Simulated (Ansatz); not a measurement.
Here is an Ansatz input file for LuTe2, space group P4/nmm. Write the same calculation for the Python package.

```yaml
crystal:
  lattice:
    - [4.415898, 0.0, 0.0]
    - [0.0, 4.415898, 0.0]
    - [0.0, 0.0, 8.715548]
  atoms:
    - { symbol: Lu, position: [0.0, 0.5, 0.270844] }
    - { symbol: Lu, position: [0.5, 0.0, 0.729156] }
    - { symbol: Te, position: [0.5, 0.5, 0.0] }
    - { symbol: Te, position: [0.0, 0.0, 0.0] }
    - { symbol: Te, position: [0.0, 0.5, 0.627608] }
    - { symbol: Te, position: [0.5, 0.0, 0.372392] }
kpoints:
  mp_grid: { grid: [5, 5, 3] }
hamiltonian:
  xc: pbesol
scf:
  occupations: { method: gaussian, width: 0.15 }
output:
  forces: true
```

The program run on that file:
```console
$ ansatz run input.yaml --threads 1 --pin off --max-ram 3072MiB --backend cpu --events-out ev --progress --plain --runs-dir out
Engine: ansatz 0.2.0, x86_64-unknown-linux-gnu
Pseudopotentials: kind: paw
Pseudopotential: Lu, paw, valence charge 25, recommended cutoff 420 eV (normal), Lu.paw.azcp
Pseudopotential: Te, paw, valence charge 16, recommended cutoff 420 eV (normal), Te.paw.azcp
Functional definition: PBEsol
  exchange = pbesol_x
  correlation = pbesol_c
Crystal: 6 atoms, lattice volume = 169.955 Å³
Basis set: ecut = 420 eV, 3373 PW (Γ), exchange–correlation on 60×60×120 points (8 copies of the dense FFT grid, shifted against one another)
Bands: 64, of which v1, the nominal top of the filled ones, is band 57 counted from 1 (56 counted from 0)
Symmetry: 16 space group operations
Space group: P4/nmm (ITA 129), of the structure as read, at distance tolerance 5.5e-5 Å
k-points: 12 of 75
Non-local potential: Lu, projectors of the file, l = 0: 3, l = 1: 2, l = 2: 2, l = 3: 3
Non-local potential: Te, projectors of the file, l = 0: 2, l = 1: 2, l = 2: 2, l = 3: 2
PAW form: soft (Blöchl's): semilocal exchange-correlation on the pseudo side does not see the compensation charge
PAW frozen core: Lu, regenerated for the run's functional, and the local potential with it (the file was generated under x = pbe(κ = 0.804, μ = 0.2195149727645171), c = pbe(β = 0.06672455060314922))
PAW frozen core: Te, regenerated for the run's functional, and the local potential with it (the file was generated under x = pbe(κ = 0.804, μ = 0.2195149727645171), c = pbe(β = 0.06672455060314922))
PAW one-centre angular grid: Lu, 590 points (default); XC on 64 Gauss nodes
PAW one-centre angular grid: Te, 590 points (default); XC on 64 Gauss nodes
Initial density: superposition of atomic densities (neutral atoms: chi_scale 0, normalization atom), corrected by the library's trained network
Initial wavefunctions: pseudopotential atomic-orbital guess
Functional: x = pbesol(κ = 0.804, μ = 0.12345679012345678), c = pbesol(β = 0.046)
SCF iter   1: F=—  HF=-56835.195531 eV  |F-HF|=—  |Δ(HF+E_count)|=         —  Δρ=2.68e-3  dr2=8.28e-3  ethr=1.77e-3  ⟨swp⟩=6.3  Hψ=3127  notcnv=0
preconditioner: auto → Resta (q_TF=auto, 2.553 Å⁻¹)  ε∞=9.2  [insulator: Δε(μ)=0.158 eV  Ē_g=7.565 eV  σ=0.150 eV  W_gap=0.53  n_scr=46 (ndim 8)  ℏωp=21.7 eV  f_vac=0.001  D(μ)=1.37/eV (n_scr^D=2)  ε∞_Penn≈9.2]
SCF iter   2: F=—  HF=-56835.187760 eV  |F-HF|=—  |Δ(HF+E_count)|=   7.77e-3  Δρ=1.45e-3  dr2=2.53e-3  ethr=7.27e-6  ⟨swp⟩=3.2  Hψ=2091  notcnv=0  defer=4
SCF iter   3: F=—  HF=-56835.188768 eV  |F-HF|=—  |Δ(HF+E_count)|=   1.01e-3  Δρ=7.66e-4  dr2=7.50e-4  ethr=2.22e-6  ⟨swp⟩=2.3  Hψ=1528  notcnv=0  defer=4
SCF iter   4: F=—  HF=-56835.187986 eV  |F-HF|=—  |Δ(HF+E_count)|=   7.82e-4  Δρ=2.79e-4  dr2=1.39e-4  ethr=6.58e-7  ⟨swp⟩=3.0  Hψ=1826  notcnv=0  defer=4
SCF iter   5: F=—  HF=-56835.187926 eV  |F-HF|=—  |Δ(HF+E_count)|=   6.04e-5  Δρ=7.75e-5  dr2=1.14e-5  ethr=1.22e-7  ⟨swp⟩=2.3  Hψ=1316  notcnv=0  defer=4
SCF iter   6: F=—  HF=-56835.187925 eV  |F-HF|=—  |Δ(HF+E_count)|=   8.43e-7  Δρ=3.03e-5  dr2=1.53e-6  ethr=1.00e-8  ⟨swp⟩=2.0  Hψ=1346  notcnv=0  defer=4
SCF iter   7: F=-56835.187925 eV  HF=-56835.187926 eV  |F-HF|=3.21e-8  |Δ(HF+E_count)|=   4.47e-7  Δρ=6.74e-6  dr2=8.15e-8  ethr=1.49e-10  ⟨swp⟩=5.6  Hψ=4818  notcnv=0
SCF 1 converged in 7 iterations: F = -56835.187925 eV  dr2 = 8.15e-8
  greatest PAW one-centre occupation: 0.999 electrons in one spin orbital (limit 2), on the Te atom at site 3 (counted from 0), in its partial waves of l = 2
SCF converged after 7 iterations
Free energy (F): -56835.187925 eV
Harris-Foulkes:  -56835.187926 eV  (|F-HF|=3.21e-8)
Internal energy: -56835.171960 eV  (E = F + TS)
E sigma→0 (E₀):  -56835.179943 eV
Entropy (-TS):   -0.015966 eV (-2.661 meV/atom)
Fermi energy:    12.462249 eV
--- Per-component energies (eV) ---
  E_band       = -944.591477
  E_kinetic    = 1558.854747
  E_local      = -18463.658260  (includes V_loc(G=0)·N_el)
  E_nonlocal   = -66.633047
  E_hartree    = 8890.232795
  E_xc         = -928.119126
  E_vxc        = -933.954174  (∫ρ·V_xc dr)
  E_paw        = -32848.954816  (= ΣΔE_a)
  E_vpaw       = -819.663776  (= ΣTr[D̂ρ^β])
  E_aug_tail   = -0.000661  (compensation charges beyond the density's cutoff)
  E_ewald      = -14980.777187
  E_core_change = 3.883596  (= ΣΔE_core)
  E_smearing   = -0.015966  (= −TS)
  E_closure    = 0.000000  (closes the sum)
  Σ components = -56835.187925   (vs F -56835.187925, Δ=0.00e0)
--- Forces (eV/Å), atoms counted from 1 ---
  atom   1  Lu     0.00000000     0.00000000    -0.04973299
  atom   2  Lu     0.00000000     0.00000000     0.04973299
  atom   3  Te     0.00000000     0.00000000     0.00000000
  atom   4  Te     0.00000000     0.00000000     0.00000000
  atom   5  Te     0.00000000     0.00000000    -0.03342124
  atom   6  Te     0.00000000     0.00000000     0.03342124
  max |Σ_I F_I| component: 0.00e0 eV/Å
```

Script `lute2_deck.py`:
```python
# -*- coding: utf-8 -*-
'''Single point of LuTe2 through the engine session.'''

import ansatz as az
import numpy as np

settings = {
    'crystal': {
        'lattice': [[4.415898, 0.0, 0.0], [0.0, 4.415898, 0.0], [0.0, 0.0, 8.715548]],
        'atoms': [
            {'symbol': 'Lu', 'position': [0.0, 0.5, 0.270844]},
            {'symbol': 'Lu', 'position': [0.5, 0.0, 0.729156]},
            {'symbol': 'Te', 'position': [0.5, 0.5, 0.0]},
            {'symbol': 'Te', 'position': [0.0, 0.0, 0.0]},
            {'symbol': 'Te', 'position': [0.0, 0.5, 0.627608]},
            {'symbol': 'Te', 'position': [0.5, 0.0, 0.372392]},
        ],
    },
    'kpoints': {'mp_grid': {'grid': [5, 5, 3]}},
    'hamiltonian': {'xc': 'pbesol'},
    'scf': {'occupations': {'method': 'gaussian', 'width': 0.15}},
    'output': {'forces': True},
}

res = az.Session.from_dict(settings).plan(threads=1).execute()
summary = res.report

n_atoms = len(summary['lattice']['sites'])
print('F =', round(summary['free_energy_ev'], 4), 'eV for', n_atoms, 'atoms')
print('E(sigma -> 0) =', round(summary['energy_sigma0_ev'], 4), 'eV, TS =', round(summary['entropy_ts_ev'], 5), 'eV')
print('closed by', summary['closed_by'], 'after', summary['n_iterations'], 'iterations')

# forces in eV per angstrom
forces = np.array(summary['forces_ev_ang'])
norms = np.linalg.norm(forces, axis=1)
print('largest force {:.4f} eV/A on atom {}'.format(norms.max(), norms.argmax()))
print(np.array2string(forces, precision=4, suppress_small=True))
```

```console
$ python lute2_deck.py
DeckWarning: basis.ecutwfc = 420 eV, auto-derived from the records' recommended cutoffs: set by Lu (normal level)
F = -56835.1879 eV for 6 atoms
E(sigma -> 0) = -56835.1799 eV, TS = 0.01597 eV
closed by deck_thresholds after 7 iterations
largest force 0.0497 eV/A on atom 0
[[ 0.      0.     -0.0497]
 [ 0.      0.      0.0497]
 [ 0.      0.      0.    ]
 [ 0.      0.      0.    ]
 [ 0.      0.     -0.0334]
 [ 0.      0.      0.0334]]
```
(Warnings from the package without file and line.)

Caveats:
- Total energies depend on the potentials; only differences at equal settings carry meaning. A total without «per atom» is that of the cell as typed.
- The mesh is modest for a metal, so energies can be off by several to tens of meV an atom and pressures by half a GPa or more; differences at equal mesh fare better.
- The structure comes from a database of computed cells and needn't be a stable or known phase.
- The whole script took 4.4 s on 1 thread of Intel(R) Xeon(R) 6975P-C (Granite Rapids) (shared host), peak memory 0.52 GiB.

(A comment or docstring line of the script was reworded after the run, the code is as it ran; lines on the test bed's own set-up are left out of the output.)
